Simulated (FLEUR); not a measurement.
A run of FLEUR MaX-R8.1 (later development tree) is set up as follows.

Contents of inp.xml:

```xml
<?xml version="1.0" encoding="UTF-8" standalone="no"?>
<fleurInput fleurInputVersion="0.39">
   <comment>
      TaN                                                                                                 
   </comment>
   <calculationSetup>
      <cutoffs Kmax="4.93" Gmax="15.3" GmaxXC="15.3" numbands="0"/>
      <scfLoop itmax="100" minDistance="0.0002" maxIterBroyd="50" imix="Anderson" alpha="0.05" precondParam="0.0" spinf="2.0" sdNocoIR="T"/>
      <coreElectrons ctail="T" frcor="F" kcrel="0" coretail_lmax="0"/>
      <xcFunctional name="PBEs" relativisticCorrections="F"/>
      <magnetism jspins="2"/>
      <soc l_soc="F" theta="0.0" phi="0.0" spav="F"/>
      <expertModes spex="0" secvar="F"/>
      <geometryOptimization l_f="F" forcealpha="1.0" forcemix="BFGS" epsdisp="0.00001" epsforce="0.00001"/>
      <ldaU l_linMix="F" mixParam="0.05" spinf="1.0"/>
   </calculationSetup>
   <cell>
      <bzIntegration valenceElectrons="32.0" mode="gauss" fermiSmearingEnergy="0.00183747">
         <kPointListSelection listName="default-1"/>
         <!-- k-points included here -->
         <xi:include xmlns:xi="http://www.w3.org/2001/XInclude" href="kpts.xml"> </xi:include>
      </bzIntegration>
      <!-- symmetry operations included here -->
      <xi:include xmlns:xi="http://www.w3.org/2001/XInclude" href="sym.xml"> </xi:include>
      <bulkLattice scale="1.0">
         <bravaisMatrix>
            <row-1>    0.0000000000000000     4.1177157010446228     4.1177157010446228</row-1>
            <row-2>    4.1177157010446228     0.0000000000000000     4.1177157010446228</row-2>
            <row-3>    4.1177157010446228     4.1177157010446228     0.0000000000000000</row-3>
         </bravaisMatrix>
      </bulkLattice>
   </cell>
   <atomSpecies>
      <species name="Tantalum (2.001" element="Ta" atomicNumber="73">
         <mtSphere radius="2.36" gridPoints="781" logIncrement="0.017"/>
         <atomicCutoffs lmax="9" lnonsphr="9"/>
         <electronConfig flipSpins="F">
            <coreConfig>(1s1/2) (2s1/2) (2p1/2) (2p3/2) (3s1/2) (3p1/2) (3p3/2) (4s1/2) (3d3/2) (3d5/2) (4p1/2) (4p3/2) (4d3/2) (4d5/2)</coreConfig>
            <valenceConfig>(5s1/2) (5p1/2) (5p3/2) (6s1/2) (4f5/2) (4f7/2) (5d3/2) (5d5/2)</valenceConfig>
            <stateOccupation state="(5d3/2)" spinUp="0.7005" spinDown="0.4995"/>
            <stateOccupation state="(5d5/2)" spinUp="1.8" spinDown="0.0"/>
         </electronConfig>
         <energyParameters s="6" p="6" d="5" f="4"/>
         <ldaU l="2" U="3" J="0.7" l_amf="F"/>
         <lo type="SCLO" l="0" n="5" eDeriv="0"/>
         <lo type="SCLO" l="1" n="5" eDeriv="0"/>
         <lo type="SCLO" l="3" n="4" eDeriv="2"/>
      </species>
      <species name="Nitrogen (N)" element="N" atomicNumber="7">
         <mtSphere radius="1.46" gridPoints="483" logIncrement="0.022"/>
         <atomicCutoffs lmax="8" lnonsphr="8"/>
         <electronConfig flipSpins="F">
            <coreConfig>(1s1/2)</coreConfig>
            <valenceConfig>(2s1/2) (2p1/2) (2p3/2)</valenceConfig>
            <stateOccupation state="(2p1/2)" spinUp="0.500000" spinDown="0.500000"/>
            <stateOccupation state="(2p3/2)" spinUp="1.000000" spinDown="1.000000"/>
         </electronConfig>
         <energyParameters s="2" p="2" d="3" f="4"/>
         <lo type="SCLO" l="0" n="2" eDeriv="2"/>
         <lo type="SCLO" l="1" n="2" eDeriv="2"/>
         <lo type="SCLO" l="2" n="3" eDeriv="2"/>
      </species>
   </atomSpecies>
   <atomGroups>
      <atomGroup species="Tantalum (2.001">
         <relPos label="                   1">1.000/2.000 1.000/2.000 1.000/2.000</relPos>
         <force calculate="T" relaxXYZ="TTT"/>
      </atomGroup>
      <atomGroup species="Nitrogen (N)">
         <relPos label="                   2">.0000000000 .0000000000 .0000000000</relPos>
         <force calculate="T" relaxXYZ="TTT"/>
      </atomGroup>
   </atomGroups>
   <output dos="F" band="F" slice="F">
      <checks vchk="F" cdinf="F"/>
      <bandDOS minEnergy="-.5*Htr" maxEnergy="0.5*Htr" sigma="0.015" storeEVData="T"/>
      <vacuumDOS vacdos="F" integ="F" star="F" nstars="0" locx1="0.0" locy1="0.0" locx2="0.0" locy2="0.0" nstm="0" tworkf="0.0"/>
      <unfoldingBand unfoldBand="F" supercellX="1" supercellY="1" supercellZ="1"/>
      <plotting iplot="0" polar="F">
         <plot TwoD="T" vec1="  1.0  0.0  0.0" vec2="  0.0  1.0  0.0" vec3="  0.0  0.0  1.0" zero="  0.0  0.0  0.0" file="plot"/>
      </plotting>
      <chargeDensitySlicing numkpt="0" minEigenval="0.0" maxEigenval="0.0" nnne="0" pallst="F"/>
      <specialOutput eonly="F"/>
      <moessbauerParams electricFieldGradient="T" isomerShift="T" coreHyperfine="T" valenceHyperfine="T"/>
      <magneticCircularDichroism mcd="F" energyLo="-10.0" energyUp="0.0"/>
   </output>
  <!-- We include the file relax.xml here to enable relaxations (see documentation) -->
  <xi:include xmlns:xi="http://www.w3.org/2001/XInclude" href="relax.xml"> <xi:fallback/> </xi:include>
</fleurInput>
```

Contents of crystal.txt:

```
TaN
&input cartesian=F /
0.0000000000  2.1790013100  2.1790013100
2.1790013100  0.0000000000  2.1790013100
2.1790013100  2.1790013100  0.0000000000
1.8897261246
1.0 1.0 1.0

2
73 0.5000000000  0.5000000000  0.5000000000 : 2.001
7 0.0000000000  0.0000000000  0.0000000000

&kpt div1=7 div2=7 div3=7 gamma=T /
```

Potentials or basis: all-electron, FLAPW.

The run is started by

```sh
$ inpgen -f crystal.txt -profile fastHighL
$ # inp.xml edited to the form shown
$ fleur_MPI
```

Q: Estimate the net moment.

A: 0.00 μB per cell.

Eigenvalues of the final occupation matrices:
```tsv
site	spin	trace	eigenvalues
atom type 1	1	1.04	0.17 0.17 0.23 0.23 0.23
atom type 1	2	1.04	0.17 0.17 0.23 0.23 0.23
```

 The state reached can hang on the start; a lower one may exist.
